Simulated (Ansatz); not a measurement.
# Ga2SnO2: the cost of one run

Program: Ansatz 0.2.0. Level of theory: DFT PBE, scalar-relativistic, plane waves, PAW. These are calculated values, not measurements.

### Step 1. The structure to begin with

It takes space group P6_3/mmc (No. 194, hexagonal). Conventional cell: a = 3.600 Å, b = 3.600 Å, c = 13.291 Å, α = 90.00°, β = 90.00°, γ = 120.00°. Around Ga (site symmetry 3m) lie 4 O at 2.08 to 2.14 Å. Around Sn (site symmetry -6m2) lie 6 Ga at 2.91 Å and 6 O at 3.27 Å. O (site symmetry 3m) has 4 Ga at 2.08 to 2.14 Å as nearest neighbours.

As a file:

```cif
data_structure
_symmetry_space_group_name_H-M 'P 1'
_symmetry_Int_Tables_number 1
_cell_length_a 3.6005
_cell_length_b 3.6005
_cell_length_c 13.2909
_cell_angle_alpha 90.000
_cell_angle_beta 90.000
_cell_angle_gamma 120.000
_cell_volume 149.21
loop_
_atom_site_label
_atom_site_type_symbol
_atom_site_fract_x
_atom_site_fract_y
_atom_site_fract_z
_atom_site_occupancy
Ga1 Ga 0.66667 0.33333 0.40328 1
Ga2 Ga 0.66667 0.33333 0.09672 1
Ga3 Ga 0.33333 0.66667 0.90328 1
Ga4 Ga 0.33333 0.66667 0.59672 1
Sn1 Sn 0.00000 0.00000 0.75000 1
Sn2 Sn 0.00000 0.00000 0.25000 1
O1 O 0.66667 0.33333 0.55969 1
O2 O 0.66667 0.33333 0.94031 1
O3 O 0.33333 0.66667 0.44031 1
O4 O 0.33333 0.66667 0.05969 1
```

A structure generator made this guess: species swapped into a database cell of Tm2TeO2 (P6_3/mmc, No. 194), with Ga on the Tm sites and Sn on the Te sites. The dimensions are guesses.

### Step 2. Probe: one point on a coarse mesh

input.yaml

```yaml
crystal:
  lattice:
    - [3.60047206, 0.0, 0.0]
    - [-1.80023603, 3.11810027, 0.0]
    - [0.0, 0.0, 13.29087652]
  atoms:
    - { symbol: Ga, position: [0.66666667, 0.33333333, 0.40327644] }
    - { symbol: Ga, position: [0.66666667, 0.33333333, 0.09672356] }
    - { symbol: Ga, position: [0.33333333, 0.66666667, 0.90327644] }
    - { symbol: Ga, position: [0.33333333, 0.66666667, 0.59672356] }
    - { symbol: Sn, position: [0.0, 0.0, 0.75] }
    - { symbol: Sn, position: [0.0, 0.0, 0.25] }
    - { symbol: O, position: [0.66666667, 0.33333333, 0.55968744] }
    - { symbol: O, position: [0.66666667, 0.33333333, 0.94031256] }
    - { symbol: O, position: [0.33333333, 0.66666667, 0.44031256] }
    - { symbol: O, position: [0.33333333, 0.66666667, 0.05968744] }
basis:
  ecutwfc: 420
kpoints:
  mp_grid: { grid: [6, 6, 2] }
hamiltonian:
  xc: pbe
scf:
  occupations: { method: gaussian, width: 0.1 }
  lower_state_search: "off"
output:
  forces: true
  stress: true
  eigenvalues: true
```

Command:

```console
> ansatz run input.yaml --threads 1 --pin off --max-ram 2560MiB --backend cpu --events-out ev --progress --plain --runs-dir out
```

**Question.** How long does this run take on 1 thread of Arm Neoverse V1, shared host, and how much memory does it need?

About 8.9 s, with a peak of 0.45 GiB.
